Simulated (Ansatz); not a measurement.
# C2H7BN2Si: the cost of one run

All numbers below are computed with Ansatz 0.2.0 (RHF/def2-SVP).

### 1 The starting structure

Bond lengths: C1–B2 1.561 Å, B2–N3 1.492 Å, B2–Si4 1.908 Å, Si4–C5 1.840 Å, C5–N6 1.175 Å, C1–H7 1.064 Å, C1–H8 1.159 Å, C1–H9 1.166 Å, N3–H10 1.079 Å, N3–H11 1.063 Å, Si4–H12 1.452 Å, Si4–H13 1.539 Å. Angles (14 of 19 angles, heavy atoms first): C1–B2–N3 117.5°, C1–B2–Si4 124.0°, N3–B2–Si4 118.5°, B2–Si4–C5 109.2°, Si4–C5–N6 177.0°, B2–C1–H7 112.9°, B2–C1–H8 108.5°, B2–C1–H9 106.7°, B2–N3–H10 108.3°, B2–N3–H11 108.2°, B2–Si4–H12 113.5°, B2–Si4–H13 109.2°, C5–Si4–H12 110.5°, C5–Si4–H13 103.5°.

Coordinates:

```xyz
13

C    -0.2522   -0.6578   -1.6211
B     0.4396   -0.3339   -0.2592
N     1.9256   -0.4483   -0.1984
Si   -0.4995    0.1786    1.3203
C    -1.4751    1.7010    0.9783
N    -2.0529    2.7055    0.7848
H    -0.0634   -1.6500   -1.9551
H     0.1068    0.1127   -2.4095
H    -1.3924   -0.4662   -1.4717
H     2.1805   -1.1502    0.5809
H     2.3155    0.4724    0.1631
H     0.3649    0.3770    2.4705
H    -1.5772   -0.8756    1.6319
```

### 2 Relaxing end A

Contents of input.yaml:

```yaml
crystal:
  periodic: [false, false, false]
  atoms:
    - { symbol: C, position_ang: [-0.2522, -0.6578, -1.6211] }
    - { symbol: B, position_ang: [0.4396, -0.3339, -0.2592] }
    - { symbol: "N", position_ang: [1.9256, -0.4483, -0.1984] }
    - { symbol: Si, position_ang: [-0.4995, 0.1786, 1.3203] }
    - { symbol: C, position_ang: [-1.4751, 1.701, 0.9783] }
    - { symbol: "N", position_ang: [-2.0529, 2.7055, 0.7848] }
    - { symbol: H, position_ang: [-0.0634, -1.65, -1.9551] }
    - { symbol: H, position_ang: [0.1068, 0.1127, -2.4095] }
    - { symbol: H, position_ang: [-1.3924, -0.4662, -1.4717] }
    - { symbol: H, position_ang: [2.1805, -1.1502, 0.5809] }
    - { symbol: H, position_ang: [2.3155, 0.4724, 0.1631] }
    - { symbol: H, position_ang: [0.3649, 0.377, 2.4705] }
    - { symbol: H, position_ang: [-1.5772, -0.8756, 1.6319] }
basis:
  gaussian: { orbitals: def2-SVP }
hamiltonian:
  xc: hf
relax:
  f_tol: 0.015
  max_steps: 40
```

The run is started by

```
> ansatz run input.yaml --threads 2 --pin off --max-ram 3072MiB --backend cpu --events-out ev --progress --plain --runs-dir out
```

Q: Estimate wall time and peak memory on 2 threads of Arm Neoverse V2, shared host.

About 50 s, with a peak of 0.27 GiB.
